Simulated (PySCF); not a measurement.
Runs of PySCF 2.14.0 on C2BrH5. The cell holds a molecule in a box, 8 atoms: a = 13.000 Å, b = 12.000 Å, c = 12.000 Å, α = 90.00°, β = 90.00°, γ = 90.00°. 

| task | level | three-body dispersion term | conv_tol | exxdiv | grid for exchange and correlation | frozen core bands | gap on the mesh (eV) |
| --- | --- | --- | --- | --- | --- | --- | --- |
| atomic charges | HSE03+D3 | no | 1e-07 Ha | ewald | Becke, atom-centred | - | 7.33 |
| atomic charges | N12+D3 | no | 1e-07 Ha | - | Becke, atom-centred | - | (a) |
| atomic charges | X3LYP | - | 1e-07 Ha | ewald | Becke, atom-centred | - | 7.75 |
| atomic charges | MN15-L+D3 | no | 1e-07 Ha | - | Becke, atom-centred | - | (b) |
| MP2 correlation energy | HF | - | 1e-08 Ha | ewald | - | 11 | 15.14 |

Alike in all rows: potentials or basis 6-31g* (all-electron); no spin polarisation; cell as given; k mesh 1 × 1 × 1; smearing fixed.

Problem. Estimate the missing entries.

Solution. (a) 5.74; (b) 6.83.

Caveats: this is a molecule in a periodic box at the Γ point, so its band gap is the HOMO-LUMO gap; relativity is left out, which matters for the heavier elements; the basis of atomic orbitals isn't converged, which shifts pressures, moduli and gaps; this program's HSE differs a little from the usual definition (some runs); the basis is small and the box finite, so much correlation energy is missing and levels can be off by tenths of an eV (some runs).

A k mesh can miss the band edges, and the runs leave out spin-orbit coupling on Br.

Runs at the PBE level aren't shown here.
